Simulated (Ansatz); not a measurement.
The system is NiMoIrPdW.

```xyz
5
Lattice="4.1170 0.0000 0.0000 -2.0585 3.5655 0.0000 0.0000 0.0000 5.4458" Properties=species:S:1:pos:R:3 pbc="T T T"
Ni    0.0000    0.0000    5.2157
Mo    2.0585    1.1885    5.2367
Pd    2.0585    1.1885    2.5211
Ir    0.0000    2.3770    3.9521
W     0.0000    2.3770    1.2875
```

The cell was built by a generator and needn't be a form met in nature.

* Program: Ansatz 0.2.0
* Task: single point
* Functional: PBE
* Potentials or basis: Ansatz PAW
* Cutoff: 420 eV (not typed: the program's choice for these potentials)
* k mesh: 8 × 8 × 5
* Occupations: fermi-dirac, width 0.05 eV
* Spin: collinear spin, ferromagnetic start
* Starting moments: [1.0, 1.0, 0.0, 0.6, 0.0] μB

On this cell: pressure 0.0 GPa; largest force 0.043 eV/Å; net moment 0.00 μB per cell; band gap on the k mesh none (metal or under the smearing width).

The same run follows on a disturbed copy (atoms moved at random, drawn with an rms of 0.05 Å):

```xyz
5
Lattice="4.1170 0.0000 0.0000 -2.0585 3.5655 0.0000 0.0000 0.0000 5.4458" Properties=species:S:1:pos:R:3 pbc="T T T"
Ni   -0.0218   -0.0171    5.2110
Mo    2.1069    1.1962    5.2131
Pd    2.0648    1.2021    2.5431
Ir   -0.0004    2.4088    3.9329
W     0.0053    2.3580    1.2858
```

Q: What does the disturbed cell give?

A: The energy (extrapolated to zero smearing) moves by +10.4 meV/atom; pressure 0.1 GPa; largest force 0.992 eV/Å; net moment 0.00 μB per cell; band gap on the k mesh none (metal or under the smearing width).

Forces on the atoms (eV/Å):
```
Ni   0.755  0.335 -0.048
Mo  -0.835 -0.166  0.510
Pd  -0.106 -0.067 -0.510
Ir   0.129 -0.248  0.206
W    0.057  0.146 -0.158
```

Stress tensor (GPa, compression positive):
```
 0.07 -0.98 -0.26
-0.98  0.49 -0.09
-0.26 -0.09 -0.15
```

Caveats: the starting moments weren't kept.
